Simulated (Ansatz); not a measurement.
# CH₈BCl₂NSi: how energies converge with the basis set

The task here is to estimate one member of a computed series from the others.

Method: one geometry, several basis sets; program: Ansatz 0.2.0, Gaussian basis.

Levels to be run: PBE0-D4/def2-SVP; ωB97M-V/def2-SVP; PBE0-D4/def2-QZVPP; ωB97M-V/def2-QZVPP; the functionals' def2-TZVPP values are taken from earlier runs.

### Structure used throughout

The geometry comes from an earlier relaxation with PBE0-D4 in a triple-zeta def2 set; it is a stationary point, not always the lowest conformer.

14 atoms, charge 0, spin multiplicity 1.

Atoms are counted from 1 here; the program's logs count them from 0.

Bond lengths: C1–B2 1.585 Å, C1–H7 1.096 Å, C1–H8 1.095 Å, C1–H9 1.092 Å, B2–Cl3 1.866 Å, B2–Cl4 1.855 Å, B2–N5 1.625 Å, N5–Si6 1.829 Å, N5–H10 1.019 Å, N5–H11 1.018 Å, Si6–H12 1.475 Å, Si6–H13 1.486 Å, Si6–H14 1.468 Å. Angles: B2–C1–H7 112.1°, B2–C1–H8 111.9°, B2–C1–H9 110.1°, H7–C1–H8 108.3°, H7–C1–H9 107.0°, H8–C1–H9 107.0°, C1–B2–Cl3 113.0°, C1–B2–Cl4 113.4°, C1–B2–N5 110.5°, Cl3–B2–Cl4 111.7°, Cl3–B2–N5 103.4°, Cl4–B2–N5 104.0°, B2–N5–Si6 114.6°, B2–N5–H10 107.3°, B2–N5–H11 107.2°, Si6–N5–H10 109.5°, Si6–N5–H11 111.0°, H10–N5–H11 106.8° and more.

Geometry (Å):

```xyz
14

C    -1.1485   -1.5813    0.8522
B    -0.6786   -0.0957    0.5602
Cl    0.2481    0.6705    1.9868
Cl   -2.0465    1.0036   -0.0396
N     0.4056   -0.0704   -0.6494
Si    1.3374    1.4957   -0.8049
H    -0.3172   -2.2227    1.1650
H    -1.6269   -2.0383   -0.0207
H    -1.8821   -1.5912    1.6608
H     1.0564   -0.8381   -0.4900
H    -0.0966   -0.2834   -1.5093
H     2.5884    1.3241   -0.0424
H     1.6475    1.5721   -2.2561
H     0.5003    2.6261   -0.3839
```

Set-up of the first run:

Input file in.yaml:

```yaml
crystal:
  periodic: [false, false, false]
  atoms:
    - {symbol: C, position_ang: [-1.148480, -1.581348, 0.852177]}
    - {symbol: B, position_ang: [-0.678554, -0.095713, 0.560174]}
    - {symbol: Cl, position_ang: [0.248122, 0.670481, 1.986821]}
    - {symbol: Cl, position_ang: [-2.046503, 1.003645, -0.039567]}
    - {symbol: N, position_ang: [0.405573, -0.070418, -0.649422]}
    - {symbol: Si, position_ang: [1.337415, 1.495685, -0.804946]}
    - {symbol: H, position_ang: [-0.317226, -2.222723, 1.165018]}
    - {symbol: H, position_ang: [-1.626917, -2.038331, -0.020674]}
    - {symbol: H, position_ang: [-1.882130, -1.591223, 1.660759]}
    - {symbol: H, position_ang: [1.056384, -0.838148, -0.489984]}
    - {symbol: H, position_ang: [-0.096567, -0.283432, -1.509338]}
    - {symbol: H, position_ang: [2.588409, 1.324106, -0.042389]}
    - {symbol: H, position_ang: [1.647521, 1.572150, -2.256054]}
    - {symbol: H, position_ang: [0.500252, 2.626066, -0.383875]}
basis:
  gaussian: {orbitals: def2-SVP}
hamiltonian: {xc: pbe0, dispersion: d4}
output: {orbitals: {seedname: orbitals}}
```

On the command line:

```bash
$ ansatz run in.yaml --threads 8 --pin off --events-out ev --progress --plain --max-ram 20889MiB
```

Steps of the session up to this table: PBE0-D4 in def2-SVP; ωB97M-V in def2-SVP; PBE0-D4 in def2-QZVPP; ωB97M-V in def2-QZVPP.

One of the session's tables, all rows but one given; the rest of the session is left out.

| functional | basis | HOMO (eV) |
| --- | --- | --- |
| PBE0-D4 | def2-SVP | -7.63 |
| PBE0-D4 | def2-TZVPP | -7.88 |
| PBE0-D4 | def2-QZVPP | -7.92 |
| ωB97M-V | def2-SVP | ? |
| ωB97M-V | def2-TZVPP | -10.14 |
| ωB97M-V | def2-QZVPP | -10.18 |

Q: Estimate the row for ωB97M-V, def2-SVP from the others.

**Answer.** HOMO (eV): -9.84. In the column «HOMO (eV)» it lies between ωB97M-V, def2-TZVPP (-10.14) and PBE0-D4, def2-QZVPP (-7.92).
